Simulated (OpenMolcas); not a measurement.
**Ru²⁺ among point charges: CASSCF levels and susceptibility**

How does a field of 6 point charges split the states of Ru²⁺, and what χT follows?

Method: state-averaged CASSCF, spin-orbit coupling by RASSI with atomic mean-field integrals. Code: OpenMolcas 26.06.

1 further run of the same task is left out (it didn't finish).

### 1 Starting point

| Item | Value |
| --- | --- |
| Species | Ru²⁺ (ruthenium, Z = 44, 42 electrons) |
| Basis | ANO-RCC-VTZP [7s6p4d2f1g], 68 functions |
| Scalar Hamiltonian | DKH2, point nucleus |
| Inactive shells | 1s 2s 2p 3s 3p 3d 4s 4p |
| Active space | 6 electrons in 5 orbitals (4d) |
| Some configurations of this space | 4d6 |
| Orbitals | optimised for each spin and parity, averaged over all roots |

Outer shells as boxes (Hund's rule):

4d6
```
4d [↑↓][↑ ][↑ ][↑ ][↑ ]
```

The ion sits among 6 point charges of -1.7 e arranged as an octahedron (Oh), 2.1 Å from the ion. The active orbitals were held to one l.

Each step is its own input file, run in one work folder so that later steps find the files of earlier ones. Labels, J, g values, rates, χT and fits are worked out afterwards by a script from the matrices that RASSI stores. The input lists half of the charges; inversion (Group=XYZ) makes the rest.

### 2 Basis and integrals

Contents of a.inp:

```
&GATEWAY
Coord
1

Ru 0.0 0.0 0.0
Basis=ANO-RCC-VTZP
Group=XYZ
NoMove
AngMom=0.0 0.0 0.0
AMFI
XField
3 Angstrom 0
2.100000 0.000000 0.000000 -1.700000
0.000000 2.100000 0.000000 -1.700000
0.000000 0.000000 2.100000 -1.700000
&SEWARD
```

On the command line:

```console
$ OMP_NUM_THREADS=1 MOLCAS_MEM=1689 MOLCAS_PROJECT=a pymolcas a.inp > a.log
```

### 3 CASSCF: quintets of even parity, 5 roots

Contents of a.inp:

```
&RASSCF
FileOrb=start.orb
Symmetry=1
Spin=5
nActEl=6 0 0
Inactive=9 9
Ras2=5 0
CIRoot=5 5 1
SDav=5
CIMx=300
Iter=120 100
PrWF=0.3
OrbListing=Nothing
MaxOrb=0
SupSym
1
20 4 5 6 7 8 10 11 12 13 14 18 19 20 21 22 23 24 25 26 27
0
>>> COPY $Project.JobIph JOB001
```

start.orb holds the contracted functions of the basis, ordered by shell, or the orbitals of the step before.

### 4 CASSCF: triplets of even parity, 45 roots

Contents of a.inp:

```
&RASSCF
FileOrb=start.orb
Symmetry=1
Spin=3
nActEl=6 0 0
Inactive=9 9
Ras2=5 0
CIRoot=45 45 1
SDav=45
CIMx=300
Iter=120 100
PrWF=0.3
OrbListing=Nothing
MaxOrb=0
SupSym
1
20 4 5 6 7 8 10 11 12 13 14 18 19 20 21 22 23 24 25 26 27
0
>>> COPY $Project.JobIph JOB002
```

### 5 CASSCF: singlets of even parity, 50 roots

Contents of a.inp:

```
&RASSCF
FileOrb=start.orb
Symmetry=1
Spin=1
nActEl=6 0 0
Inactive=9 9
Ras2=5 0
CIRoot=50 50 1
SDav=50
CIMx=300
Iter=120 100
PrWF=0.3
OrbListing=Nothing
MaxOrb=0
SupSym
1
20 4 5 6 7 8 10 11 12 13 14 18 19 20 21 22 23 24 25 26 27
0
>>> COPY $Project.JobIph JOB003
```

### 6 RASSI: spin-orbit coupling between the states

Contents of a.inp:

```
&RASSI
NrOfJobIphs=3 5 45 50
1 2 3 4 5
1 2 3 4 5 6 7 8 9 10 11 12 13 14 15 16 17 18 19 20 21 22 23 24 25 26 27
28 29 30 31 32 33 34 35 36 37 38 39 40 41 42 43 44 45
1 2 3 4 5 6 7 8 9 10 11 12 13 14 15 16 17 18 19 20 21 22 23 24 25 26 27
28 29 30 31 32 33 34 35 36 37 38 39 40 41 42 43 44 45 46 47 48 49 50
IphNames
JOB001
JOB002
JOB003
EJob
SpinOrbit
DIPRint=1.0
SOCoupling=1000.0
Subsets=2
Property=9
'ANGMOM' 1 'ANGMOM' 2 'ANGMOM' 3 'MLTPL  1' 1 'MLTPL  1' 2 'MLTPL  1' 3
'AMFI' 1 'AMFI' 2 'AMFI' 3
SOProperty=3
'ANGMOM' 1 'ANGMOM' 2 'ANGMOM' 3
```

Before running it: what results should come out? Wanted: spin-free ground state; first state of the same spin within the active space; lowest level; next level.

The runs gave:

| quantity | value |
| --- | --- |
| method | CASSCF |
| spin-free ground state | 5T2, 3-fold in its orbital part |
| first state of the same spin within the active space | 5E at 9980 cm⁻¹ |
| lowest level | 3-fold T2 |
| next level | 389.7 cm⁻¹ |
| χT at 300 K | 4.30 cm³ K/mol |
| effective moment at 300 K | 5.86 μB |

**Reading.** The spin-free ground state (5T2) comes to 100 % from free-ion D terms and keeps the highest spin of the shell. χT at 300 K is 4.30, against 3.01 cm³ K/mol for the spin alone, so orbital moment adds to it. An active space of the d shell alone favours high spin; real ions in strong fields can be low spin. The field of point charges can differ much from that of real complexes. With metal d orbitals alone active, the gaps between spin states are rough; where two lie within a few thousand cm-1, their order is open. This is an electrostatic model: the charges have no orbitals.
